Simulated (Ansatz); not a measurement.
# H2Br (doublet): wave-function methods side by side at distance Br1–H2 along a hydrogen transfer = 1.694 Å, cc-pVDZ

How much of the correlation energy of H2Br (doublet) does each wave-function method recover here?

The runs use Ansatz 0.2.0, Gaussian basis; cc-pVDZ, core rule «outside noble gas», up to 14 orbitals frozen.

Plan: UHF; CCSD(T) on ROHF; CCSD(T) on UHF; BCCD(T) on ROHF; CISD; CCSDT(Q) on ROHF; CCSDT(Q) on UHF; CISDTQ; CCSDTQ on ROHF; CCSDTQ on UHF; CASSCF and MRCISD+Q, 3 electrons in 3 orbitals; CASSCF and NEVPT2, 3 electrons in 3 orbitals; CASSCF and MRCISD+Q, 9 electrons in 6 orbitals; CASSCF and NEVPT2, 9 electrons in 6 orbitals.

1 further run of the same task is left out (for a known fault of the program).

## Step 1: The system

The geometry derives from fragments relaxed apart (PBE0/def2-TZVP) and kept rigid, so it is no stationary point. A hydrogen atom is moved between rigid fragments. No spin-orbit coupling is included. The filled d shell of Br may be among the frozen orbitals whatever the setting's name suggests; the logs give the count.

3 atoms, charge 0, spin multiplicity 2.

Atoms are counted from 1 here; the program's logs count them from 0.

Bond lengths: Br1–H2 1.694 Å.

## Step 2: UHF

in.yaml

```yaml
crystal:
  periodic: [false, false, false]
  atoms:
    - {symbol: Br, position_ang: [0.000000, 0.000000, -1.499000]}
    - {symbol: H, position_ang: [0.000000, 0.000000, 0.195000]}
    - {symbol: H, position_ang: [0.000000, 0.000000, 1.304000]}
basis:
  gaussian: {orbitals: cc-pVDZ}
magnetization: {spin_polarized: true, initial_magnetization: 1}
hamiltonian: {xc: hf}
output: {orbitals: {seedname: orbitals}}
```

Launch:

```sh
$ ansatz run in.yaml --threads 1 --pin off --events-out ev --progress --plain --max-ram 4096MiB --backend cpu
```

The runs that follow: CCSD(T) on ROHF; CCSD(T) on UHF; BCCD(T) on ROHF; CISD; CCSDT(Q) on ROHF; CCSDT(Q) on UHF; CISDTQ; CCSDTQ on ROHF; CCSDTQ on UHF; CASSCF and MRCISD+Q, 3 electrons in 3 orbitals; CASSCF and NEVPT2, 3 electrons in 3 orbitals; CASSCF and MRCISD+Q, 9 electrons in 6 orbitals; CASSCF and NEVPT2, 9 electrons in 6 orbitals.

**Question.** What will the summary of the whole plan be? Wanted: UCCSDTQ below the RHF energy; RMP2 from UCCSDTQ; UMP2 from UCCSDTQ; RCCSD from UCCSDTQ; RCCSD(T) from UCCSDTQ; UCCSD(T) from UCCSDTQ; RCCSDT(Q) from UCCSDTQ; UCCSDT(Q) from UCCSDTQ; NEVPT2 pair from UCCSDTQ.

**Answer**, as computed:

| quantity | value |
| --- | --- |
| UCCSDTQ below the RHF energy | -4.5472 eV |
| RMP2 from UCCSDTQ | +15.33 kcal/mol |
| UMP2 from UCCSDTQ | +16.07 kcal/mol |
| RCCSD from UCCSDTQ | +2.21 kcal/mol |
| RCCSD(T) from UCCSDTQ | +0.45 kcal/mol |
| UCCSD(T) from UCCSDTQ | +0.43 kcal/mol |
| RCCSDT(Q) from UCCSDTQ | +0.02 kcal/mol |
| UCCSDT(Q) from UCCSDTQ | +0.01 kcal/mol |
| NEVPT2 pair from UCCSDTQ | +11.29 kcal/mol |
| NEVPT2 valence from UCCSDTQ | +18.81 kcal/mol |
| MRCISD+Q valence from UCCSDTQ | -0.04 kcal/mol |
| levels within 1 kcal/mol (43 meV) | RCCSD(T), UCCSD(T), BCCD(T), RCCSDT, UCCSDT, CISDTQ, RCCSDT(Q), UCCSDT(Q), RCCSDTQ, MRCISD+Q valence |
| T1 diagnostic | 0.035 |
| effectively unpaired electrons | 1.02 |

**Reading.** RCCSD(T) lands +0.45 kcal/mol from the yardstick (0.4 % of the correlation energy). One determinant dominates. Of the multireference levels listed MRCISD+Q valence comes nearest in total energy (-0.04 kcal/mol), which doesn't show that its space is the better one. These misses are within one basis, not against nature; the frozen cores of restricted and unrestricted runs differ, which can shift their rows.
